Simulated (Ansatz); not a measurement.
**GeH₃O+: an energy map over bond length Ge2–H4 and angle H4–Ge2–H5**

Aim: map the energy of GeH₃O, SMILES [OH][GeH2+], charge +1 over two coordinates, and find its wells, ridges and stiffness.

Program: Ansatz 0.2.0. Level of theory: RKS PBE0-D4/def2-TZVP. These are calculated values, not measurements.

## 1. The starting structure

SMILES `[OH][GeH2+]`, 5 atoms, charge 1, spin multiplicity 1.

Atoms are counted from 1 here; the program's logs count them from 0.

Bond lengths: O1–Ge2 1.723 Å, O1–H3 0.984 Å, Ge2–H4 1.540 Å, Ge2–H5 1.532 Å. Angles: Ge2–O1–H3 119.5°, O1–Ge2–H4 119.4°, O1–Ge2–H5 109.9°, H4–Ge2–H5 130.7°.

As a file:

```xyz
5
GeH3O
O     0.8368   -0.5427    0.6718
Ge   -0.2395    0.4142   -0.2748
H     0.6207   -1.4873    0.8443
H    -1.5221   -0.2250   -0.8398
H     0.3042    1.8407   -0.4015
```

This geometry comes from a loose relaxation at PBE in a small basis, which is not shown.

## 3. Setting up the map

- bond length Ge2–H4: 15 values from 1.340 to 1.904 Å
- angle H4–Ge2–H5: 15 values from 84.3 to 174.3 °

Nothing else is relaxed (all other coordinates rigid). Energies count from the relaxed molecule at the same level.

(The set-up runs are not shown.)

## 4. Point bond length Ge2–H4 = 1.783 Å, angle H4–Ge2–H5 = 90.7°

File input.yaml:

```yaml
crystal:
  periodic: [false, false, false]
  atoms:
    - { symbol: O, position_ang: [0.823052, -0.544693, 0.665566] }
    - { symbol: Ge, position_ang: [-0.226696, 0.408672, -0.265409] }
    - { symbol: H, position_ang: [0.611559, -1.474254, 0.833671] }
    - { symbol: H, position_ang: [-1.659244, 0.807578, -1.249162] }
    - { symbol: H, position_ang: [0.288618, 1.827271, -0.407013] }
total_charge: 1
basis:
  gaussian: { orbitals: def2-TZVP }
hamiltonian:
  xc: pbe0
  dispersion: d4
output:
  forces: true
```

Launch:

```sh
$ ansatz run input.yaml --threads 1 --pin off --max-ram 2560MiB --backend cpu --events-out ev --progress --plain --runs-dir out
```

The session goes on with these runs: all other points of the grid.

**Question.** What will these runs give? Wanted: lowest point; highest computed point; largest force on an atom.

**Answer**, as computed:

| quantity | value |
| --- | --- |
| lowest point | bond length Ge2–H4 = 1.541 Å, angle H4–Ge2–H5 = 129.3°, 0.28 kJ/mol |
| highest computed point | bond length Ge2–H4 = 1.904 Å, angle H4–Ge2–H5 = 174.3°, 205 kJ/mol above the lowest |
| largest force on an atom (eV/Å) | 0.32 at bond length Ge2–H4 = 1.541 Å, angle H4–Ge2–H5 = 129.3° to 5.85 at bond length Ge2–H4 = 1.340 Å, angle H4–Ge2–H5 = 84.3°; 0.32 at the lowest point |
| time for the whole task | 9.5 min on 1 thread, shared host |

What this shows: The lowest computed point is at bond length Ge2–H4 = 1.541 Å, angle H4–Ge2–H5 = 129.3°, 0.28 kJ/mol from the relaxed molecule at the same level. The grid is coarse, so the true minimum lies between grid points and may sit elsewhere than the lowest one. No other kind of well shows on this grid. The highest computed point, bond length Ge2–H4 = 1.904 Å, angle H4–Ge2–H5 = 174.3°, lies 205 kJ/mol above the lowest. Round the minimum the two coordinates are nearly uncoupled.
